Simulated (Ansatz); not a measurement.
# CCSD/aug-cc-pVDZ run of [SiCl3]+ (SMILES Cl[Si+](Cl)Cl)

Aim: the vertical singlet–triplet gap of [SiCl3]+ at CCSD/aug-cc-pVDZ, from 2 runs. 

Program for the calculation: Ansatz 0.2.0.

1 further run of the same task is left out (it didn't finish).

### Step 1. Starting point

[SiCl3]+: 4 atoms, total charge +1, spin state singlet. SMILES: `Cl[Si+](Cl)Cl`. The coordinates come from a PBE0-D4/def2-TZVP relaxation.

Bond lengths: Cl1–Si2 1.947 Å, Si2–Cl3 1.947 Å, Si2–Cl4 1.947 Å. Angles: Cl1–Si2–Cl3 120.0°, Cl1–Si2–Cl4 120.0°, Cl3–Si2–Cl4 120.0°.

### Step 2. A single-point energy at CCSD/aug-cc-pVDZ

Input file input.yaml:

```yaml
crystal:
  periodic: [false, false, false]
  atoms:
    - {symbol: Cl, position_ang: [-1.556000, -0.622300, 0.990900]}
    - {symbol: Si, position_ang: [-0.000000, -0.000100, -0.000100]}
    - {symbol: Cl, position_ang: [1.772000, -0.669600, 0.449500]}
    - {symbol: Cl, position_ang: [-0.216000, 1.292000, -1.440300]}
basis:
  gaussian: {orbitals: aug-cc-pVDZ}
total_charge: 1
magnetization: {spin_polarized: false}
correlation: {method: ccsd, frozen_orbitals: {Cl: 5, Si: 5}}
accuracy: high
scf: {omitted_lower_state_checks: [cluster_reference, increment]}
```

Run with:

```
$ ansatz run input.yaml --threads 1 --pin off --max-ram 3480MiB --events-out events.jsonl --progress --plain --runs-dir runs
```

Output, cut to the lines that bear on the results:

```text
Warning: RAYON_NUM_THREADS=1 ignored (pool sized by the plan → 1); use --threads N
Functional definition: HF
  name "HF"
[...]
2143 factors; integrals over basis functions are off by at most 3.2e-9 eV
[...]
mean field -45368.96955819 eV, -1667.2788790715 hartree, gradient 1.3e-8 eV, S^2 0.000000; 0 other end points of the search recorded, 0 dependent functions left out
20 core orbitals not correlated: weight in the atoms' cores, before any rotation towards them, 1.000 or more for the frozen orbitals, at most 0.000 for the correlated occupied ones
reference -45368.96955819 eV, -1667.2788790715 hartree; 12, 12 occupied and 76, 76 virtual orbitals, 2143 factors
second order -13.81566839 eV of doubles, -0.00000000 eV of singles
cycle   1  -14.44277693 eV  change   -6.3e-1 eV  update   8.4e-2
[...]
cycle  18  -14.77318582 eV  change  -7.3e-10 eV  update   1.7e-9
Total energy: -45383.74274401 eV, -1667.8217836366 hartree
Checks for a lower state left out: cluster_reference, increment
```

Wall time 20 s (1 thread of Arm Neoverse V2, shared host); peak memory 0.67 GiB.

### Step 3. The triplet

Input file molecule.yaml:

```yaml
basis:
  gaussian:
    orbitals: aug-cc-pVDZ
crystal:
  periodic: [false, false, false]
  atoms:
    - {symbol: Cl, position_ang: [-1.556000, -0.622300, 0.990900]}
    - {symbol: Si, position_ang: [-0.000000, -0.000100, -0.000100]}
    - {symbol: Cl, position_ang: [1.772000, -0.669600, 0.449500]}
    - {symbol: Cl, position_ang: [-0.216000, 1.292000, -1.440300]}
total_charge: 1
magnetization:
  spin_polarized: true
  initial_magnetization: 2
correlation:
  method: ccsd
  frozen_orbitals: {Cl: 5, Si: 5}
accuracy: high
scf:
  omitted_lower_state_checks: [cluster_reference, increment]
```

Run with:

```
$ ansatz run molecule.yaml --threads 1 --pin off --max-ram 3480MiB --events-out events.jsonl --progress --plain --runs-dir runs
```

Output, cut to the lines that bear on the results:

```text
Warning: RAYON_NUM_THREADS=1 ignored (pool sized by the plan → 1); use --threads N
[... 2 set-up lines as earlier in the session ...]
[...]
2143 factors; integrals over basis functions are off by at most 3.2e-9 eV
[...]
mean field -45362.97634679 eV, -1667.0586326150 hartree, gradient 1.4e-8 eV, S^2 2.015411; 20 other end points of the search recorded, 0 dependent functions left out
20 core orbitals not correlated: weight in the atoms' cores, before any rotation towards them, 1.000 or more for the frozen orbitals, at most 0.000 for the correlated occupied ones
reference -45362.97634679 eV, -1667.0586326150 hartree; 13, 11 occupied and 75, 77 virtual orbitals, 2143 factors
second order -13.11538662 eV of doubles, -0.00000000 eV of singles
cycle   1  -13.91941527 eV  change   -8.0e-1 eV  update   1.1e-1
[...]
cycle  51  -14.56415816 eV  change   2.0e-10 eV  update  8.4e-10
Total energy: -45377.54050495 eV, -1667.5938555552 hartree
Checks for a lower state left out: cluster_reference, increment
```

Run time: 3.8 min. Hardware: 1 thread of Arm Neoverse V2, shared host; peak memory 1.3 GiB.

### Step 4. Outcome

At CCSD/aug-cc-pVDZ, 20 core orbitals frozen:

| quantity | value |
| --- | --- |
| singlet: total energy | -1667.82178 Eh |
| singlet: correlation energy (20 core orbitals frozen) | -542.9 mEh |
| singlet: T1 diagnostic | 0.013 |
| triplet: total energy | -1667.59386 Eh |
| triplet: correlation energy (20 core orbitals frozen) | -535.2 mEh |
| triplet: ⟨S²⟩ of the reference determinant | 2.015 |
| triplet: T1 diagnostic | 0.093 |
| vertical energy of the triplet above the singlet | 6.202 eV |

In words: At this shape the triplet lies 6.20 eV (598 kJ/mol) above the singlet. The T1 diagnostic (triplet) of 0.093 is above the customary mark for such species, so a single reference may not serve.
